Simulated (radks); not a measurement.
**Os⁵⁶⁺ in [Ne] 3s2 3p5.5 3d2 4d0.5: an all-electron calculation**

An exercise on one series of results from a longer session: the logs are not shown, and one member is left open.

Program: radks (a radial shooting solver on a logarithmic mesh, Libxc functionals) version 1. Level of theory: Dirac Kohn-Sham, PBE, spin-unpolarised, spherical densities, finite nucleus; open shells fill j = l - 1/2 first. These are calculated values, not measurements, unless marked.

## Starting point

* element: osmium (Z = 76)
* charge: +56
* electrons: 20
* configuration: [Ne] 3s2 3p5.5 3d2 4d0.5
* nuclear rms radius: 5.4126 fm

The first run:

The run's settings:

```text
Z 76
configuration [Ne] 3s2 3p5.5 3d2 4d0.5 4s0 4p0
relativity Dirac
functional pbe,pbe
spin unpolarised
j_filling energy
nucleus finite rms 5.4126 fm
c 137.035999084
```

The run is started by

```
$ python run_ks.py task.json out
```

This one command runs every case of the session in turn.

One of the session's tables, all rows but one given; the rest of the session is left out.

It belongs to the step «Radial structure». From the orbitals of this run (lengths in bohr):

| level | <r> | outermost maximum (interpolated) | 90 % within | nodes |
| --- | --- | --- | --- | --- |
| 1s1/2 | 0.01774 | 0.0110 | 0.0323 | 0 |
| 2s1/2 | 0.07372 | 0.0634 | 0.115 | 1 |
| 2p1/2 | ? | ? | ? | ? |
| 2p3/2 | 0.06883 | 0.0539 | 0.111 | 0 |
| 3s1/2 | 0.1823 | 0.173 | 0.266 | 2 |
| 3p1/2 | 0.1715 | 0.161 | 0.256 | 1 |
| 3p3/2 | 0.1839 | 0.173 | 0.273 | 1 |
| 3d3/2 | 0.1581 | 0.133 | 0.242 | 0 |
| 3d5/2 | 0.1619 | 0.137 | 0.247 | 0 |
| 4s1/2 | 0.3472 | 0.349 | 0.490 | 3 |
| 4p1/2 | 0.3394 | 0.341 | 0.485 | 2 |
| 4p3/2 | 0.3564 | 0.360 | 0.507 | 2 |
| 4d3/2 | 0.3353 | 0.335 | 0.487 | 1 |
| 4d5/2 | 0.3402 | 0.340 | 0.493 | 1 |

**Question.** Estimate the row for 2p1/2.

The run gave: <r>: 0.06084; outermost maximum (interpolated): 0.0469; 90 % within: 0.101; nodes: 0. In the column «<r>» it lies between 1s1/2 (0.01774) and 2p3/2 (0.06883).
